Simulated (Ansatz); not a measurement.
# F2H5NSi: the cost of one run

Computed with Ansatz 0.2.0, Gaussian basis. Level: PBE0-D4, def2-SVP first, then def2-TZVP.

152 further runs of the same task are left out: 152 set aside as unsound or not needed.

**1. Starting geometry**

The guess: 9 atoms, charge 0, spin multiplicity 1.

Atoms are counted from 1 here; the program's logs count them from 0.

Bond lengths: Si1–F3 1.594 Å, Si1–F4 1.626 Å, Si1–H5 1.433 Å, Si1–N7 1.833 Å, H6–N7 1.286 Å, N7–H8 1.017 Å, N7–H9 1.013 Å. Angles: F3–Si1–F4 97.1°, F3–Si1–H5 123.5°, F3–Si1–N7 103.8°, F4–Si1–H5 97.4°, F4–Si1–N7 97.6°, H5–Si1–N7 127.7°, Si1–N7–H6 81.5°, Si1–N7–H8 114.7°, Si1–N7–H9 115.1°, H6–N7–H8 122.1°, H6–N7–H9 115.3°, H8–N7–H9 106.7°.

Coordinates:

```xyz
9
F2H5NSi
Si   -0.0088    0.4725    0.6602
H    -1.7540   -0.2508   -0.0519
F    -0.3855    1.8634   -0.0203
F     1.5339    0.8363    1.0233
H    -0.4258    0.0986    1.9796
H    -0.9542   -0.6826   -0.7843
N     0.3310   -0.6314   -0.7627
H     0.8682   -0.2041   -1.5134
H     0.7952   -1.5018   -0.5305
```

Distances that are to change: Si1–N7 1.83 Å, H2–H6 1.17 Å, Si1–H2 2.02 Å, H6–N7 1.29 Å.

**2. Constrained relaxation of the guess**

Input file hold/in.yaml:

```yaml
crystal:
  periodic: [false, false, false]
  atoms:
    - {symbol: Si, position_ang: [-0.008800, 0.472500, 0.660200]}
    - {symbol: H, position_ang: [-1.754000, -0.250800, -0.051900]}
    - {symbol: F, position_ang: [-0.385500, 1.863400, -0.020300]}
    - {symbol: F, position_ang: [1.533900, 0.836300, 1.023300]}
    - {symbol: H, position_ang: [-0.425800, 0.098600, 1.979600]}
    - {symbol: H, position_ang: [-0.954200, -0.682600, -0.784300]}
    - {symbol: N, position_ang: [0.331000, -0.631400, -0.762700]}
    - {symbol: H, position_ang: [0.868200, -0.204100, -1.513400]}
    - {symbol: H, position_ang: [0.795200, -1.501800, -0.530500]}
basis:
  gaussian: {orbitals: def2-SVP}
hamiltonian: {xc: pbe0, dispersion: d4}
relax: {f_tol: 0.04, max_steps: 150, escape_saddle: false, constraints: [{distance: [0, 6]}, {distance: [1, 5]}, {distance: [0, 1]}, {distance: [5, 6]}]}
```

On the command line:

```
$ ansatz run in.yaml --threads 4 --pin off --events-out ev --progress --plain --max-ram 9574MiB
```

**Question.** How long does this run take on 4 threads of AMD EPYC 9R45, shared host?

About 7.5 s.
